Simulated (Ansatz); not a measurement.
# CH5B2NO2: the cost of one run

All numbers are computed with Ansatz 0.2.0 through its Python package. Level of theory: B3LYP/6-31G*.

### Step 1. The structure

Bond lengths: C1–B2 1.524 Å, B2–N3 1.485 Å, N3–B4 1.512 Å, B4–O5 1.421 Å, B2–O6 1.451 Å, B4–O6 1.536 Å, C1–H7 1.120 Å, C1–H8 1.152 Å, C1–H9 1.076 Å, N3–H10 1.044 Å, O5–H11 0.954 Å. Angles (14 of 17 angles, heavy atoms first): C1–B2–N3 131.0°, C1–B2–O6 132.6°, N3–B2–O6 85.4°, B2–N3–B4 95.8°, N3–B4–O5 142.0°, N3–B4–O6 81.6°, O5–B4–O6 133.9°, B2–O6–B4 96.2°, B2–C1–H7 111.1°, B2–C1–H8 111.7°, B2–C1–H9 114.1°, B2–N3–H10 109.8°, B4–N3–H10 105.0°, B4–O5–H11 103.6°.

No structure file is read: the coordinates are typed or built in the script.

### Step 2. The code

Input file ch5b2no2.py:

```python
"""Relax the CH5B2NO2 molecule."""

from dataclasses import dataclass

import ansatz as az
import numpy as np


@dataclass(frozen=True)
class Settings:
    basis: str = "6-31G*"
    xc: str = "b3lyp"


settings = Settings()

GEOMETRY = """
C    -1.37110    1.27150   -0.29970
B    -0.65080    0.14120    0.42540
N     0.73800    0.04320    0.94090
B     0.96940   -1.38070    0.48890
O     2.00160   -2.28610    0.12200
O    -0.52650   -1.27910    0.15350
H    -2.45990    1.04030   -0.42720
H    -1.30580    2.26210    0.28400
H    -0.96290    1.50250   -1.26800
H     1.37600    0.62070    0.34960
H     2.25740   -1.99260   -0.74880
"""


def main() -> None:
    geometry = az.Crystal.molecule()
    for line in GEOMETRY.strip().splitlines():
        symbol, *xyz = line.split()
        geometry = geometry.atom(symbol, [float(v) for v in xyz])

    calc = (
        geometry.calculation()
        .basis(gaussian=settings.basis)
        .functional(settings.xc)
    )
    symbols = [site.symbol for site in geometry.cartesian_sites]
    start = np.array([site.position_ang for site in geometry.cartesian_sites], dtype=float)
    def progress(event):
        if event["event"] == "relax_step":
            row = event["data"]
            print(f"step {row['step']:3d}  E = {row['lagrangian_ev']:.6f} eV  largest force component {row['allowed_force_max_ev_ang']:.4f} eV/A")


    rep = calc.relax(force_tolerance=0.02).session().plan().execute(on_event=progress).report
    end = np.array(rep["positions_ang"])

    for key in ("converged", "free_energy_ev", "reference_energy_ev", "n_frozen", "n_occupied", "n_virtual"):
        print(f"{key:22s} {rep[key]}")

    print("final positions (A) and the move of each atom")
    for symbol, xyz, old in zip(symbols, end, start):
        print(f"{symbol:2s} {xyz[0]:10.5f} {xyz[1]:10.5f} {xyz[2]:10.5f}   {np.linalg.norm(xyz - old):7.4f}")

    charges = rep["charge_distribution"]
    print("dipole moment", round(4.803205 * float(np.linalg.norm(charges["dipole_moment_e_ang"])), 3), "D")
    print("Mulliken:", [(s, round(q, 3)) for s, q in zip(symbols, charges["mulliken_charges_e"])])


if __name__ == "__main__":
    main()
```

### Step 3. The input behind the calls

The engine receives this input:

```yaml
crystal:
  periodic: [false, false, false]
  atoms:
    - { symbol: C, position_ang: [-1.3711, 1.2715, -0.2997] }
    - { symbol: B, position_ang: [-0.6508, 0.1412, 0.4254] }
    - { symbol: "N", position_ang: [0.738, 0.0432, 0.9409] }
    - { symbol: B, position_ang: [0.9694, -1.3807, 0.4889] }
    - { symbol: O, position_ang: [2.0016, -2.2861, 0.122] }
    - { symbol: O, position_ang: [-0.5265, -1.2791, 0.1535] }
    - { symbol: H, position_ang: [-2.4599, 1.0403, -0.4272] }
    - { symbol: H, position_ang: [-1.3058, 2.2621, 0.284] }
    - { symbol: H, position_ang: [-0.9629, 1.5025, -1.268] }
    - { symbol: H, position_ang: [1.376, 0.6207, 0.3496] }
    - { symbol: H, position_ang: [2.2574, -1.9926, -0.7488] }
basis:
  gaussian:
    orbitals: "6-31G*"
hamiltonian:
  xc: b3lyp
relax:
  f_tol: 0.02
```

### Step 4. Launch

Started as:

```sh
python ch5b2no2.py
```

Q: Estimate wall time and peak memory on 1 thread of Arm Neoverse N1, shared host.

About 2.4 min, with a peak of 0.28 GiB.
